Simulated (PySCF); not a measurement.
# A gas-phase reaction: CH5NZn + H2O → CH4OZn + H3N

Wanted: the reaction energy for `[CH3][Zn][NH2]` + `O` → `[CH3][Zn][OH]` + `N`.

Computed with PySCF 2.14.0; each step states its level. No surroundings beyond the atoms listed, unless a continuum is named. Atoms count from 0, parts from 1.

### 1 The system as given

Each species was relaxed by itself at PBE0-D3(BJ)/def2-SVPD.

### 2 Energies of the species: wB97M-D3(BJ)/def2-TZVPD

Job settings and geometry (Å):

```
{"job": {"kind": "react", "xc": "wB97M-D3(BJ)", "basis": "def2-TZVPD"}, "charge": 0, "multiplicity": 1}
-1 CH5NZn charge 0 multiplicity 1
C      1.422380    -0.795900     0.179690
Zn    -0.249300     0.143000    -0.028330
N     -1.826580     1.024040    -0.233670
H      1.939830    -0.503750     1.105700
H      1.263210    -1.884390     0.220580
H      2.104270    -0.596680    -0.660680
H     -1.912530     2.007380    -0.450940
H     -2.741250     0.606270    -0.132370

-1 H2O charge 0 multiplicity 1
O     -0.003140     0.389380     0.001470
H     -0.761280    -0.200850    -0.000840
H      0.764460    -0.188490    -0.000640

+1 CH4OZn charge 0 multiplicity 1
C      0.079520    -0.076100     1.238880
Zn    -0.079060     0.142080    -0.664990
O     -0.271600     0.481000    -2.411950
H      1.129210    -0.019440     1.562850
H     -0.321120    -1.046600     1.567060
H     -0.476840     0.710550     1.770440
H     -0.060120    -0.191510    -3.062310

+1 H3N charge 0 multiplicity 1
N      0.003040     0.001010     0.284480
H     -0.532530    -0.776650    -0.090080
H     -0.402610     0.852420    -0.092930
H      0.943240    -0.074630    -0.092620
```

With the program's defaults for keys left out, this is: wB97M-D3(BJ)/def2-TZVPD reaction energy of separated species, gas phase.

Launch:

```sh
OMP_NUM_THREADS=1 python cluster_run.py task.json out
```

The driver reads the jobs from task.json and runs them one after another.

**Question.** The jobs that follow are: PBE0-D3(BJ)/def2-TZVPD reaction energy of separated species, gas phase; MP2/def2-TZVPD reaction energy of separated species, gas phase. Predict: reaction energy (wB97M-D3(BJ)/def2-TZVPD); ΔH, ΔG at 298 K (xTB thermal terms). Thermal terms come from harmonic xTB runs on each species.

As calculated:

| quantity | value |
| --- | --- |
| reaction energy (wB97M-D3(BJ)/def2-TZVPD) | -7.23 kcal/mol |
| ΔH, ΔG at 298 K (xTB thermal terms) | -5.6, -6.8 kcal/mol |
| range of the reaction energy over the runs of this table | -7.23 to -6.87 kcal/mol |

What this shows: The reaction is exothermic by 5.6 kcal/mol in the gas phase; dispersion gives +0.18, and xTB itself gave -11.70 for the electronic energy (xTB energies and thermal terms come from the earlier relaxation of each species, not shown). No barrier was sought. The reaction energy runs from -7.23 (wB97M-D3(BJ)/def2-TZVPD) to -6.87 kcal/mol (MP2/def2-TZVPD).
